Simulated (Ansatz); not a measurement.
# ClH7N2Si2: small, medium and large basis sets

The task here is to estimate one member of a computed series from the others.

The runs use Ansatz 0.2.0, Gaussian basis; one geometry, several basis sets.

Levels to be run: PBE0-D4/def2-SVP; ωB97M-V/def2-SVP; PBE0-D4/def2-QZVPP; ωB97M-V/def2-QZVPP; the functionals' def2-TZVPP values are taken from earlier runs.

## The geometry

An earlier PBE0-D4 in a triple-zeta def2 set relaxation fixed the geometry.

SMILES `N[SiH2][SiH](N)Cl`, 12 atoms, charge 0, spin multiplicity 1.

Atoms are counted from 1 here; the program's logs count them from 0.

Bond lengths: N1–Si2 1.727 Å, N1–H6 1.009 Å, N1–H7 1.008 Å, Si2–Si3 2.336 Å, Si2–H8 1.488 Å, Si2–H9 1.495 Å, Si3–N4 1.704 Å, Si3–Cl5 2.098 Å, Si3–H10 1.482 Å, N4–H11 1.008 Å, N4–H12 1.008 Å. Angles: Si2–N1–H6 117.8°, Si2–N1–H7 119.6°, H6–N1–H7 110.5°, N1–Si2–Si3 104.0°, N1–Si2–H8 107.6°, N1–Si2–H9 116.4°, Si3–Si2–H8 112.2°, Si3–Si2–H9 109.4°, H8–Si2–H9 107.2°, Si2–Si3–N4 109.2°, Si2–Si3–Cl5 103.6°, Si2–Si3–H10 117.8°, N4–Si3–Cl5 114.0°, N4–Si3–H10 108.0°, Cl5–Si3–H10 104.5°, Si3–N4–H11 119.3°, Si3–N4–H12 121.2°, H11–N4–H12 111.5°.

The first run:

File in.yaml:

```yaml
crystal:
  periodic: [false, false, false]
  atoms:
    - {symbol: N, position_ang: [-0.599155, 1.129218, 1.492133]}
    - {symbol: Si, position_ang: [-0.942938, 0.959388, -0.191760]}
    - {symbol: Si, position_ang: [0.705499, -0.506516, -0.961046]}
    - {symbol: N, position_ang: [0.488230, -2.029672, -0.227651]}
    - {symbol: Cl, position_ang: [2.497937, 0.446039, -0.431695]}
    - {symbol: H, position_ang: [0.337768, 1.394864, 1.756502]}
    - {symbol: H, position_ang: [-1.275481, 1.568122, 2.097340]}
    - {symbol: H, position_ang: [-2.309907, 0.385110, -0.315807]}
    - {symbol: H, position_ang: [-0.913993, 2.213036, -1.006440]}
    - {symbol: H, position_ang: [0.814924, -0.715554, -2.424559]}
    - {symbol: H, position_ang: [0.226914, -2.075726, 0.744797]}
    - {symbol: H, position_ang: [1.047103, -2.823409, -0.497813]}
basis:
  gaussian: {orbitals: def2-SVP}
hamiltonian: {xc: pbe0, dispersion: d4}
output: {orbitals: {seedname: orbitals}}
```

Started as:

```bash
$ ansatz run in.yaml --threads 4 --pin off --events-out ev --progress --plain --max-ram 10444MiB
```

Among the steps run: PBE0-D4 in def2-SVP; ωB97M-V in def2-SVP; PBE0-D4 in def2-QZVPP; ωB97M-V in def2-QZVPP.

One of the session's tables, all rows but one given; the rest of the session is left out.

```
functional       basis  HOMO (eV)  LUMO (eV)
   PBE0-D4    def2-SVP          ?          ?
   PBE0-D4  def2-TZVPP      -7.31      -0.32
   PBE0-D4  def2-QZVPP      -7.35      -0.48
   ωB97M-V    def2-SVP      -9.26       2.05
   ωB97M-V  def2-TZVPP      -9.49       1.33
   ωB97M-V  def2-QZVPP      -9.54       1.03
```

Estimate the missing values for PBE0-D4, def2-SVP.

**Answer.** HOMO (eV): -7.09; LUMO (eV): 0.20. In the column «HOMO (eV)» it is the highest.
